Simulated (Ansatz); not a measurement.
# GeMo: the cost of one run

Computed with Ansatz 0.2.0, Gaussian basis. Level: def2-TZVPP, core rule «outside noble gas», up to 18 orbitals frozen.

Plan: UHF; CCSD(T) on ROHF; CCSDT(Q) on ROHF.

12 further runs of the same task are left out: 9 for a known fault of the program, 3 set aside as unsound or not needed.

**1. The geometry**

The geometry is a PBE0/def2-TZVP stationary point (not a proven minimum) of the parent state, kept for this charge and spin. No spin-orbit coupling is included. Elements past krypton take def2 core potentials. The filled d shell of Ge may be among the frozen orbitals whatever the setting's name suggests; the logs give the count.

2 atoms, charge 1, spin multiplicity 2.

Atoms are counted from 1 here; the program's logs count them from 0.

Bond lengths: Mo1–Ge2 2.316 Å.

**2. UHF**

Contents of in.yaml:

```yaml
crystal:
  periodic: [false, false, false]
  atoms:
    - {symbol: Mo, position_ang: [0.000000, 0.000000, 0.000000]}
    - {symbol: Ge, position_ang: [0.000000, 0.000000, 2.316000]}
basis:
  gaussian: {orbitals: def2-TZVPP}
total_charge: 1
magnetization: {spin_polarized: true, initial_magnetization: 1}
hamiltonian: {xc: hf}
output: {orbitals: {seedname: orbitals}}
```

On the command line:

```console
$ ansatz run in.yaml --threads 1 --pin off --events-out ev --progress --plain --max-ram 3968MiB --backend cpu
```

Q: Estimate wall time and peak memory on 1 thread of AMD EPYC 7R13, shared host.

About 69 s, with a peak of 0.35 GiB.
